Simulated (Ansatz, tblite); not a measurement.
# 1-butyl-3-methylimidazolium (C8H15N2+): one state, many levels

Aim: run the singlet of 1-butyl-3-methylimidazolium (C8H15N2+) at one geometry on many levels, and compare frontier levels, spin and run time.

Program: Ansatz 0.2.0, Gaussian basis. Level of theory: as each input shows. These are calculated values, not measurements.

Plan: GFN1-xTB, GFN2-xTB, PBE-D4/def2-TZVP, r2SCAN-D4/def2-TZVP, LC-ωPBE/def2-TZVP, LDA/def2-TZVP, PBE-D4/def2-SVP, PBE0-D4/def2-SVP, HF/STO-3G, HF/6-31G, B3LYP-D4/6-31G, MP2/def2-SVP.

### Step 1. The geometry

The geometry is that of the singlet, from an earlier relaxation (PBE0-D4/def2-SVP).

SMILES `CCCCn1cc[n+](C)c1`, 25 atoms, charge 1, spin multiplicity 1.

Bond lengths: C1–C2 1.521 Å, C1–H11 1.101 Å, C1–H12 1.100 Å, C1–H13 1.102 Å, C2–C3 1.523 Å, C2–H14 1.105 Å, C2–H15 1.105 Å, C3–C4 1.521 Å, C3–H16 1.105 Å, C3–H17 1.103 Å, C4–N5 1.469 Å, C4–H18 1.100 Å, C4–H19 1.099 Å, N5–C6 1.372 Å, N5–C10 1.333 Å, C6–C7 1.365 Å, C6–H20 1.088 Å, C7–N8 1.374 Å and more. Angles: C2–C1–H11 111.3°, C2–C1–H12 111.3°, C2–C1–H13 111.4°, H11–C1–H12 107.5°, H11–C1–H13 107.5°, H12–C1–H13 107.6°, C1–C2–C3 112.8°, C1–C2–H14 109.7°, C1–C2–H15 109.3°, C3–C2–H14 109.0°, C3–C2–H15 109.8°, H14–C2–H15 106.0°, C2–C3–C4 114.7°, C2–C3–H16 110.3°, C2–C3–H17 110.0°, C4–C3–H16 109.5°, C4–C3–H17 106.6°, H16–C3–H17 105.4° and more.

The ion is computed in the gas phase, without counter-ions or solvent.

PBE0-D4/def2-TZVP was run before; its log isn't repeated, and its numbers join the tables.

### Step 2. GFN1-xTB

Tight binding, by tblite at 300 K electronic temperature and without a spin-polarisation term:

```python
tblite.interface.Calculator('GFN1-xTB', numbers, positions, charge=1, uhf=0).singlepoint()
```

Energy -842.6181 eV, HOMO -16.14 eV, LUMO -12.09 eV; 0.025 s.

### Step 3. GFN2-xTB

Tight binding, by tblite at 300 K electronic temperature and without a spin-polarisation term:

```python
tblite.interface.Calculator('GFN2-xTB', numbers, positions, charge=1, uhf=0).singlepoint()
```

Energy -823.3533 eV, HOMO -14.72 eV, LUMO -11.18 eV; 0.015 s.

### Step 4. PBE-D4/def2-TZVP

start.molden holds the orbitals of an earlier run on this state, given as this run's starting guess.

The input, in.yaml:

```yaml
crystal:
  periodic: [false, false, false]
  atoms:
    - {symbol: C, position_ang: [-3.355476, -0.861185, 0.737947]}
    - {symbol: C, position_ang: [-2.222556, 0.080263, 0.360947]}
    - {symbol: C, position_ang: [-1.659995, -0.198976, -1.026283]}
    - {symbol: C, position_ang: [-0.555461, 0.749614, -1.465603]}
    - {symbol: N, position_ang: [0.634729, 0.674405, -0.608401]}
    - {symbol: C, position_ang: [0.997943, 1.579130, 0.357641]}
    - {symbol: C, position_ang: [2.134459, 1.105895, 0.946350]}
    - {symbol: N, position_ang: [2.440142, -0.082273, 0.327641]}
    - {symbol: C, position_ang: [3.593677, -0.919188, 0.623034]}
    - {symbol: C, position_ang: [1.519320, -0.322530, -0.606558]}
    - {symbol: H, position_ang: [-4.195402, -0.779917, 0.030139]}
    - {symbol: H, position_ang: [-3.744481, -0.635174, 1.741352]}
    - {symbol: H, position_ang: [-3.022457, -1.911389, 0.739037]}
    - {symbol: H, position_ang: [-2.577920, 1.125780, 0.401428]}
    - {symbol: H, position_ang: [-1.416800, 0.003626, 1.113881]}
    - {symbol: H, position_ang: [-1.297569, -1.241170, -1.089802]}
    - {symbol: H, position_ang: [-2.461051, -0.120070, -1.780476]}
    - {symbol: H, position_ang: [-0.233238, 0.546899, -2.497359]}
    - {symbol: H, position_ang: [-0.893305, 1.795179, -1.430761]}
    - {symbol: H, position_ang: [0.426244, 2.483723, 0.551695]}
    - {symbol: H, position_ang: [2.743057, 1.520000, 1.747113]}
    - {symbol: H, position_ang: [3.510098, -1.860268, 0.066731]}
    - {symbol: H, position_ang: [3.621286, -1.140074, 1.698127]}
    - {symbol: H, position_ang: [4.517040, -0.402631, 0.326823]}
    - {symbol: H, position_ang: [1.497727, -1.189639, -1.264609]}
basis:
  gaussian: {orbitals: def2-TZVP, initial_orbitals: start.molden}
total_charge: 1
hamiltonian: {xc: pbe, dispersion: d4}
scf: {omitted_lower_state_checks: [starts]}
output: {orbitals: {seedname: orbitals}}
```

The run is started by

```sh
> ansatz run in.yaml --threads 4 --pin off --events-out ev --progress --plain --max-ram 6963MiB
```

After this run come: r2SCAN-D4/def2-TZVP; LC-ωPBE/def2-TZVP; LDA/def2-TZVP; PBE-D4/def2-SVP; PBE0-D4/def2-SVP; HF/STO-3G; HF/6-31G; B3LYP-D4/6-31G; MP2/def2-SVP.

**Question.** What will the summary of the whole plan be? Wanted: gap in def2-TZVP, named functionals, smallest and largest; correlation energy, MP2/def2-SVP; PBE0 total energy, smallest basis above largest.

The runs gave:

| quantity | value |
| --- | --- |
| gap in def2-TZVP, named functionals, smallest and largest | 4.94 eV (LDA), 11.98 eV (LC-ωPBE) |
| correlation energy, MP2/def2-SVP | -38.94 eV |
| PBE0 total energy, smallest basis above largest | 12.09 eV (def2-SVP, def2-TZVP) |

In words: Over the named functionals in def2-TZVP the gap runs from 4.94 eV (LDA) to 11.98 eV (LC-ωPBE); exact exchange widens it.
